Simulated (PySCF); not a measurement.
**A diatomic session: CsB**

What are the lowest state that PBE0 finds, the bond length, vibrational wavenumber and bond energy of CsB, and how much do these hang on the method?

Computed with PySCF 2.14.0. Level: Cs def2-SVPD with ECP46, B def2-SVPD, scalar-relativistic core potentials.

### 1 Input

Settings of the job:

```yaml
atoms: Cs, B
charge: 0
basis: Cs def2-SVPD with ECP46, B def2-SVPD
Hamiltonian: scalar-relativistic core potentials
basis_functions: 47
electrons_treated: 14
masses_in_u: 132.9054, 11.0093
levels: PBE0, PBE, r²SCAN, B3LYP, B97-3, M06-L, HF, MP2, SCS-MP2, CCSD, CCSD(T)
grid: 80 radial by 434 angular points
occupations: held fixed by the projection of orbital angular momentum
dissociation_limit: Cs + B, each in its ground configuration
starting_distance_in_angstrom: 3.020
values_of_2S_to_try: 0, 2
```

Launch:

```console
$ OMP_NUM_THREADS=1 python dia.py task.json out
```

The runs that follow: First curve: PBE0; Higher solutions at PBE0; PBE; r²SCAN; B3LYP; B97-3; M06-L (meta-GGA); UHF (mean field); Correlated methods on the Hartree–Fock reference.

**Question.** What will these runs give? Wanted: for each run, Re; ωe; De; μ.

The runs gave:

Lowest PBE0 solution found, without spin–orbit coupling: ³Π (triplet), unpaired electrons σ ↑, π ↑. State 2 has its PBE0 minimum 0.09 eV higher. State 3 has its PBE0 minimum 0.21 eV higher, as a spin-mixed determinant (⟨S²⟩ = 1.01), so this is no gap between pure states. State 4 has its PBE0 minimum 0.31 eV higher, as a spin-mixed determinant (⟨S²⟩ = 1.01), so this is no gap between pure states. The other levels ran on the lowest alone.

```csv
level,Re (Å),ωe (cm⁻¹),De (eV),μ (D)
UHF,3.255,242.8,0.374,-11.52
UHF-MP2,3.209,242.9,0.66,n/a
UHF-SCS-MP2,3.213,243.6,0.56,n/a
UHF-CCSD,3.227,232.2,0.59,n/a
UHF-CCSD(T),3.231,228.8,0.64,n/a
PBE,3.199,217.9,1.12,-7.07
r²SCAN,3.198,229.1,1.16,-8.23
M06-L,3.173,253.4,1.32,-10.06
B3LYP,3.230,213.7,0.85,-7.70
PBE0,3.177,231.1,1.00,-8.41
B97-3,3.184,233.5,0.97,-9.32
```

De is counted to Cs + B in their ground configurations. A positive dipole means Cs(−)B(+).

The methods spread over 0.081 Å in bond length, from M06-L to UHF. CCSD(T) can't serve as the judge here: for a weak bond in this basis it is far from its limit. Of the levels with a De here, UHF gives the least (0.374 eV) and M06-L the most (1.32 eV).

Correlated steps freeze 1 core orbital. Spin–orbit coupling is left out, which matters for elements this heavy, above all for dissociation energies. With spin–orbit coupling the term label itself may not hold.
